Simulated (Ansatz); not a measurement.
# TlMoS2 (R-3m) in Ansatz: notebook

One crystal, TlMoS2, is run at these levels: LDA+U, PBEsol+U; tasks: single point.

Program: Ansatz 0.2.0. These are calculated values, not measurements. Logs are shortened: lines on timing, memory, paths and dates and some standing lists are left out, and cuts for length are marked.

## 1. Starting point

Symmetry: R-3m, No. 166, trigonal system. The conventional cell has a = 3.874 Å, b = 3.874 Å, c = 21.097 Å, α = 90.00°, β = 90.00°, γ = 120.00°. Tl (site symmetry -3m) has 6 S at 3.08 Å as nearest neighbours. Mo (site symmetry -3m) is surrounded by 6 S at 2.64 Å. Around S (site symmetry 3m) lie 3 Mo at 2.64 Å.

The cell comes from a database or a generator and needn't be the stable form of this composition.

## 2. Single point, LDA+U, collinear spin, ferromagnetic start

File input.yaml:

```yaml
crystal:
  lattice:
    - [1.93710542, 1.11838834, 7.03243187]
    - [-1.93710542, 1.11838834, 7.03243187]
    - [0.0, -2.23677667, 7.03243187]
  atoms:
    - { symbol: Tl, position: [0.5, 0.5, 0.5] }
    - { symbol: Mo, position: [0.0, 0.0, 0.0], spin: 3.0 }
    - { symbol: S, position: [0.2667, 0.2667, 0.2667] }
    - { symbol: S, position: [0.7333, 0.7333, 0.7333] }
hamiltonian:
  xc: lda
  pseudopotentials: { kind: paw }
  hubbard: { sites: [{ species: Mo, l: d, u_eff: 3.0 }] }
magnetization:
  spin_polarized: true
  initial_magnetization: 3.0
  spin_locking: { lock_magnetization: hard }
kpoints:
  mp_grid: { grid: [6, 6, 6] }
scf:
  occupations: { method: gaussian, width: 0.05 }
output:
  forces: true
  stress: true
  eigenvalues: true
```

Potentials or basis: Ansatz PAW.

Command:

```
ansatz run input.yaml --threads 2 --pin off --max-ram 5632MiB --backend cpu --events-out ev --progress --plain --runs-dir out
```

Standard output:

```text
Warning: output.stress: scf.convergence.dr2_threshold = 1e-7 eV (the SCF's general default) is looser than the 4e-10 eV advised for a printed stress (1e-10 eV for each atom of the cell: 4). What an SCF threshold leaves in a stress goes as its square root, and in the free energy as the threshold itself, and one threshold admits the most on a small cell: of the crystals measured, under no hybrid functional and no lock of the moments, on runs that ended without the residual-converged pass, on stresses that held no estimate of that error, the worst erred by over 100 MPa in a component at 1e-7 eV an atom and by under 5 at 1e-10. Set scf.convergence.dr2_threshold to 4e-10 eV or tighter. The threshold is an SCF's pass mark: one that does not reach it within its budget of iterations ends unconverged, or closes short of it on a stop that the run arms, and scf.convergence.dr2_threshold's page says what that costs each kind of run
Warning: RAYON_NUM_THREADS=2 ignored (pool sized by the plan → 2); use --threads N
basis.fft_grid_basis auto: the FFT boxes are laid along the combinations [[1, 0, -1], [0, 1, -1], [0, 0, 1]] of the cell's own vectors, 3.874, 3.874 and 7.380 Å long. The dense box has 27×27×50 points. Along the cell's own vectors, as sized, it would have 50×50×50, 3.43 times as many. Of the 12 symmetry operations that the crystal satisfies within crystal.symmetry.tolerance (time reversal apart; of a slab, those that keep its plane) the dense box along the cell's own vectors carries 12, and the one as laid loses 8 of those. basis.fft_grid_basis: typed keeps the cell's own vectors: state it where this run's energies or levels are differenced outside the engine with another run's, or held beside a run that keeps those vectors.
Tl: projections on atomic orbitals take those of the free atom [Xe 4f14] 5d10 6s2 6p1, of charge +0.00 (hamiltonian.pseudopotentials.projection_atoms); the dataset's partial waves leave at most 3.0e-5 of an orbital's norm unspanned inside its sphere
Mo: projections on atomic orbitals take those of the free atom [Ar 3d10] 4s2 4p6 4d5 5s1, of charge +0.00 (hamiltonian.pseudopotentials.projection_atoms); the dataset's partial waves leave at most 6.0e-6 of an orbital's norm unspanned inside its sphere
S: projections on atomic orbitals take those of the free atom [Ne] 3s2 3p4, of charge +0.00 (hamiltonian.pseudopotentials.projection_atoms); the dataset's partial waves leave at most 1.6e-7 of an orbital's norm unspanned inside its sphere
Engine: ansatz 0.2.0, x86_64-unknown-linux-gnu
Pseudopotentials: kind: paw
Pseudopotential: Tl, paw, valence charge 13, recommended cutoff 420 eV (normal), Tl.paw.azcp
Pseudopotential: Mo, paw, valence charge 14, recommended cutoff 420 eV (normal), Mo.paw.azcp
Pseudopotential: S, paw, valence charge 6, recommended cutoff 420 eV (normal), S.paw.azcp
Functional definition: SPW92
  exchange = slater_x
  correlation = pw_c
Crystal: 4 atoms, lattice volume = 91.412 Å³
Basis set: ecut = 420 eV, 1805 PW (Γ), FFT grids on a1−a3, a2−a3, a3
Bands: 26, of which v1, the nominal top of the filled ones, is band 20 counted from 1 (19 counted from 0)
Symmetry: 12 space group operations
Space group: R-3m (ITA 166), of the structure as read, at distance tolerance 4.5e-5 Å
Magnetic group: BNS 166.97 (UNI 1327), of the structure as read, at distance tolerance 4.5e-5 Å
k-points: 32 of 216
Non-local potential: Tl, projectors of the file, l = 0: 2, l = 1: 2, l = 2: 2, l = 3: 1
Non-local potential: Mo, projectors of the file, l = 0: 3, l = 1: 2, l = 2: 2, l = 3: 1
Non-local potential: S, projectors of the file, l = 0: 2, l = 1: 2, l = 2: 2
PAW form: soft (Blöchl's): semilocal exchange-correlation on the pseudo side does not see the compensation charge
PAW frozen core: Tl, regenerated for the run's functional, and the local potential with it (the file was generated under x = pbe(κ = 0.804, μ = 0.2195149727645171), c = pbe(β = 0.06672455060314922))
PAW frozen core: Mo, regenerated for the run's functional, and the local potential with it (the file was generated under x = pbe(κ = 0.804, μ = 0.2195149727645171), c = pbe(β = 0.06672455060314922))
PAW frozen core: S, regenerated for the run's functional, and the local potential with it (the file was generated under x = pbe(κ = 0.804, μ = 0.2195149727645171), c = pbe(β = 0.06672455060314922))
PAW one-centre angular grid: Tl, 590 points (default); XC on 64 Gauss nodes
PAW one-centre angular grid: Mo, 590 points (default); XC on 64 Gauss nodes
PAW one-centre angular grid: S, 110 points (default); XC on 64 Gauss nodes
Initial density: superposition of atomic densities (chi_scale 0.1, normalization cell, long waves kept (reshape's long-wave potential 0.38 eV rms))
Starting moments: Σ|m| = 3 μB on 1 of 4 sites
Initial wavefunctions: pseudopotential atomic-orbital guess
Functional: x = slater, c = lda
SCF iter   1: F=—  HF=-17730.183335 eV  |F-HF|=—  |Δ(HF+E_count)|=         —  Δρ=8.33e-2 (↑8.33e-2 ↓3.23e-2)  dr2=2.87e1  dr2_m=1.42e0  M=3.000 μB ∫|m|=3.039 μB  β_m=0.30  ethr=3.10e-3  ⟨swp⟩=5.8  Hψ=6945  notcnv=0
preconditioner: auto → Kerker (q_TF=auto, 2.367 Å⁻¹)  [metal: Δε(μ)=0.014 eV  Ē_g=10.048 eV  σ=0.050 eV  W_gap=0.15  n_scr=22 (ndim 8)  ℏωp=21.6 eV  f_vac=0.000  D(μ)=2.74/eV (n_scr^D=22)]
spin=Collinear: Kerker preconditioning applied to the charge; magnetization (m = ρ↑ − ρ↓) channel mixes plain (no charge-response kernel on spin).
SCF iter   2: F=—  HF=-17727.495325 eV  |F-HF|=—  |Δ(HF+E_count)|=    2.69e0  Δρ=3.77e-2 (↑3.77e-2 ↓2.60e-2)  dr2=6.87e0  dr2_m=4.16e-1  M=3.000 μB ∫|m|=3.172 μB  β_m=0.43  ethr=3.10e-3  ⟨swp⟩=3.0  Hψ=3876  notcnv=0  defer=74
preconditioner: auto → Resta (q_TF=auto, 2.367 Å⁻¹)  ε∞=6.0  [insulator: Δε(μ)=0.065 eV  Ē_g=9.697 eV  σ=0.050 eV  W_gap=0.64  n_scr=22 (ndim 8)  ℏωp=21.6 eV  f_vac=0.000  D(μ)=1.31/eV (n_scr^D=2)  ε∞_Penn≈6.0]
spin=Collinear: Resta preconditioning applied to the charge; magnetization (m = ρ↑ − ρ↓) channel mixes plain (no charge-response kernel on spin).
SCF iter   3: F=—  HF=-17726.946051 eV  |F-HF|=—  |Δ(HF+E_count)|=   5.49e-1  Δρ=1.20e-2 (↑9.64e-3 ↓1.20e-2)  dr2=6.04e-1  dr2_m=5.74e-2  M=3.000 μB ∫|m|=3.262 μB  β_m=0.56  ethr=3.10e-3  ⟨swp⟩=3.1  Hψ=3478  notcnv=0  defer=91
SCF iter   4: F=—  HF=-17726.947621 eV  |F-HF|=—  |Δ(HF+E_count)|=   1.57e-3  Δρ=3.09e-3 (↑2.94e-3 ↓3.09e-3)  dr2=3.04e-2  dr2_m=1.96e-3  M=3.000 μB ∫|m|=3.268 μB  β_m=0.70  ethr=1.55e-3  ⟨swp⟩=2.6  Hψ=2595  notcnv=0  defer=91
SCF iter   5: F=—  HF=-17726.948309 eV  |F-HF|=—  |Δ(HF+E_count)|=   6.89e-4  Δρ=8.43e-4 (↑8.43e-4 ↓7.24e-4)  dr2=1.64e-3  dr2_m=2.05e-4  M=3.000 μB ∫|m|=3.262 μB  β_m=0.82  ethr=7.80e-5  ⟨swp⟩=2.2  Hψ=3152  notcnv=0  defer=91
SCF iter   6: F=—  HF=-17726.948577 eV  |F-HF|=—  |Δ(HF+E_count)|=   2.68e-4  Δρ=1.96e-4 (↑1.96e-4 ↓1.68e-4)  dr2=9.00e-5  dr2_m=9.06e-6  M=3.000 μB ∫|m|=3.258 μB  β_m=0.91  ethr=4.21e-6  ⟨swp⟩=2.4  Hψ=2483  notcnv=0  defer=91
SCF iter   7: F=—  HF=-17726.948619 eV  |F-HF|=—  |Δ(HF+E_count)|=   4.25e-5  Δρ=8.45e-5 (↑8.45e-5 ↓3.99e-5)  dr2=2.00e-5  dr2_m=8.57e-7  M=3.000 μB ∫|m|=3.256 μB  β_m=0.95  ethr=2.31e-7  ⟨swp⟩=1.9  Hψ=2149  notcnv=0  defer=90
SCF iter   8: F=—  HF=-17726.948619 eV  |F-HF|=—  |Δ(HF+E_count)|=   2.00e-7  Δρ=2.02e-5 (↑2.02e-5 ↓1.84e-5)  dr2=1.09e-6  dr2_m=1.83e-7  M=3.000 μB ∫|m|=3.256 μB  β_m=0.94  ethr=5.14e-8  ⟨swp⟩=2.0  Hψ=2282  notcnv=0  defer=90
SCF iter   9: F=—  HF=-17726.948620 eV  |F-HF|=—  |Δ(HF+E_count)|=   3.14e-7  Δρ=1.20e-5 (↑1.20e-5 ↓5.51e-6)  dr2=2.38e-7  dr2_m=5.03e-8  M=3.000 μB ∫|m|=3.256 μB  β_m=0.97  ethr=2.56e-10  ⟨swp⟩=10.4  Hψ=7739  notcnv=0
SCF iter  10: F=-17726.948620 eV  HF=-17726.948620 eV  |F-HF|=5.94e-9  |Δ(HF+E_count)|=   1.16e-7  Δρ=2.68e-6 (↑2.68e-6 ↓1.35e-6)  dr2=1.28e-8  dr2_m=1.74e-9  M=3.000 μB ∫|m|=3.256 μB  ethr=2.56e-10  ⟨swp⟩=4.1  Hψ=4844  notcnv=0
SCF 1 converged in 10 iterations: F = -17726.948620 eV  dr2 = 1.28e-8
SCF converged after 10 iterations
Stability checked in part: among states of this total moment the steps that led to this state did not find it unstable. No probe was made; neither looks for a lower state of another moment (fixed_total_moment; see scf.lower_state_search)
Magnetization: 3.0000 μB (21.0000 up, 18.0000 down)
Absolute magnetization: 3.2548 μB (∫|ρ↑−ρ↓|, with the PAW one-centre terms)
Spin contamination: 0.0565 ħ² per cell (⟨S²⟩ above its minimum at these occupations)
Per-site moments (μB) at R_I (Å): [(-0.010735961639121707, 1.268536194530212), (2.335151488588289, 1.0897650510203458), (-0.02999496443124454, 1.089765051020346), (-0.029994964431244466, 1.0897650510203458)]
Free energy (F): -17726.948620 eV
Harris-Foulkes:  -17726.948620 eV  (|F-HF|=5.94e-9)
Internal energy: -17726.948620 eV  (E = F + TS)
E sigma→0 (E₀):  -17726.948620 eV
Fermi energy:    9.517016 (↑ 9.502356, ↓ 9.731325) eV
--- Per-component energies (eV) ---
  E_band       = -197.577014
  E_kinetic    = 982.054464
  E_local      = -2475.558642  (includes V_loc(G=0)·N_el)
  E_nonlocal   = 530.903608
  E_hartree    = 871.647257
  E_xc         = -601.022078
  E_vxc        = -543.409756  (∫ρ·V_xc dr)
  E_hubbard    = 1.803939  (on-site DFT+U / exact-exchange correction)
  E_vhub       = -3.524868  (the Hubbard potential's part of the band-sum identity)
  E_paw        = -14094.078449  (= ΣΔE_a)
  E_vpaw       = -431.337635  (= ΣTr[D̂ρ^β])
  E_aug_tail   = 0.000060  (compensation charges beyond the density's cutoff)
  E_ewald      = -2943.336428
  E_core_change = 0.637650  (= ΣΔE_core)
  E_smearing   = -0.000000  (= −TS)
  E_closure    = 0.000000  (closes the sum)
  Σ components = -17726.948620   (vs F -17726.948620, Δ=0.00e0)
--- Forces (eV/Å), atoms counted from 1 ---
  atom   1  Tl     0.00000000     0.00000000    -0.00000000
  atom   2  Mo    -0.00000000     0.00000000     0.00000000
  atom   3  S      0.00000000     0.00000000     1.22929886
  atom   4  S      0.00000000    -0.00000000    -1.22929886
  max |Σ_I F_I| component: 6.94e-18 eV/Å
--- Stress (GPa, compression-positive) ---
       -7.675831       0.000000       0.000000
        0.000000      -7.675831       0.000000
        0.000000       0.000000      -6.416153
  P = ⅓ Tr σ = -7.2559 GPa (-72.559 kbar)
--- Band table (eV; the first three rows and the last of 64) ---
  k-point 0 ↑: bands = ["-52.8719", "-27.0501", "-27.0015", "-27.0015", "-4.4714", "-3.3398", "-2.0553", "-2.0553", "-2.0245", "-1.9090", "-1.9090", "1.4509", "4.7673", "4.7673", "5.4776", "6.5361", "6.5361", "6.7095", "7.5330", "7.5330", "8.1827", "11.1934", "11.1934", "12.0692", "14.4076", "14.4076"]
  k-point 1 ↑: bands = ["-52.8711", "-27.0484", "-27.0123", "-27.0041", "-4.2541", "-3.3900", "-2.0581", "-2.0070", "-1.9796", "-1.9174", "-1.8732", "1.7993", "4.3243", "4.9917", "5.2048", "6.0403", "6.0769", "6.9940", "7.2187", "7.8561", "8.7657", "10.2771", "10.8655", "12.8075", "13.6026", "14.8037"]
  k-point 2 ↑: bands = ["-52.8700", "-27.0451", "-27.0334", "-27.0092", "-3.7860", "-3.4334", "-2.0898", "-1.9462", "-1.9225", "-1.8956", "-1.7861", "2.5577", "3.6674", "4.6555", "5.1987", "5.6659", "5.9993", "6.7611", "7.1580", "7.7326", "8.2459", "10.5929", "10.9489", "11.8359", "12.4795", "14.3376"]
  k-point 31 ↓: bands = ["-51.2129", "-25.2591", "-25.2289", "-25.2289", "-4.1773", "-3.6275", "-2.0579", "-2.0579", "-2.0295", "-1.9134", "-1.9134", "2.4539", "4.5813", "5.7871", "5.7871", "7.7011", "7.7011", "9.2816", "10.5523", "10.5523", "10.9203", "12.0503", "12.0503", "12.0945", "13.5987", "15.7819"]
Occupation matrices written to <dir>
```

Run time: 5.1 s. Hardware: 2 threads of Intel Xeon Platinum 8488C (Sapphire Rapids), shared host; peak memory 0.58 GiB.

Results:

- Free energy: -17726.9486 eV
- Pressure: -7.3 GPa
- Largest force: 1.229 eV/Å
- Net moment: 3.00 μB per cell
- Absolute moment: 3.25 μB per cell
- Site moments: Tl -0.01; Mo +2.34; S -0.03 μB

Forces in eV/Å, atoms in the order of the input:
```
Tl   0.000  0.000  0.000
Mo   0.000  0.000  0.000
S    0.000  0.000  1.229
S    0.000  0.000 -1.229
```

Eigenvalues of the final occupation matrices:
| site | spin | trace | eigenvalues |
| --- | --- | --- | --- |
| site 1 | 1 | 3.89 | 0.47 0.47 0.98 0.98 0.98 |
| site 1 | 2 | 0.86 | 0.08 0.09 0.09 0.30 0.30 |

Caveat: the magnetic or orbital state may not be the lowest; the total moment is fixed, so each spin has its own Fermi level; the PAW data sets come from PBE, with cores solved anew for the run's functional, which leaves a small shift of forces and pressure; forces of over 1 eV/Å show positions far from the minimum, so gaps and moduli don't describe the material at rest; the thresholds are loose for stress.

## 3. Single point, PBEsol+U, collinear spin, program default start

Changes to input.yaml since step 2:

```diff
@@ -7,3 +7,3 @@
     - { symbol: Tl, position: [0.5, 0.5, 0.5] }
-    - { symbol: Mo, position: [0.0, 0.0, 0.0], spin: 3.0 }
+    - { symbol: Mo, position: [0.0, 0.0, 0.0] }
     - { symbol: S, position: [0.2667, 0.2667, 0.2667] }
@@ -11,8 +11,8 @@
 hamiltonian:
-  xc: lda
+  xc: pbesol
   pseudopotentials: { kind: paw }
-  hubbard: { sites: [{ species: Mo, l: d, u_eff: 3.0 }] }
+  hubbard: { sites: [{ species: Mo, l: d, u_eff: 2.0 }] }
 magnetization:
   spin_polarized: true
-  initial_magnetization: 3.0
+  initial_magnetization: 0.0
   spin_locking: { lock_magnetization: hard }
```

Potentials or basis: Ansatz PAW.

Command:

```
ansatz run input.yaml --threads 2 --pin off --max-ram 5632MiB --backend cpu --events-out ev --progress --plain --runs-dir out
```

It took 3.2 min on 2 threads of Intel Xeon Platinum 8488C (Sapphire Rapids), shared host; peak memory 1.4 GiB.

It converged, with:

```yaml
Free_energy: -17961.3427 eV
Pressure: -9.0 GPa
Largest_force: 1.310 eV/Å
Net_moment: 0.00 μB per cell
Absolute_moment: 1.23 μB per cell
Site_moments: Tl -0.00; Mo +0.04; S -0.02 μB
```

Forces on the atoms (eV/Å):
```
Tl   0.000  0.000  0.000
Mo   0.000  0.000  0.000
S    0.013 -0.053  1.309
S   -0.013  0.053 -1.309
```

Stress tensor (GPa, compression positive):
```
-11.61  -0.14  -0.17
 -0.14  -9.41   0.25
 -0.17   0.25  -5.98
```

Eigenvalues of the final occupation matrices:
```csv
site,spin,trace,eigenvalues
site 1,1,2.48,0.14 0.37 0.39 0.62 0.95
site 1,2,2.43,0.15 0.35 0.39 0.58 0.97
```

Caveat: the magnetic or orbital state may not be the lowest; the total moment is fixed, so each spin has its own Fermi level; the PAW data sets come from PBE, with cores solved anew for the run's functional, which leaves a small shift of forces and pressure; forces of over 1 eV/Å show positions far from the minimum, so gaps and moduli don't describe the material at rest; the thresholds are loose for stress. The state reached can hang on the start; a lower one may exist.

(Continued in part 2 of 2.)
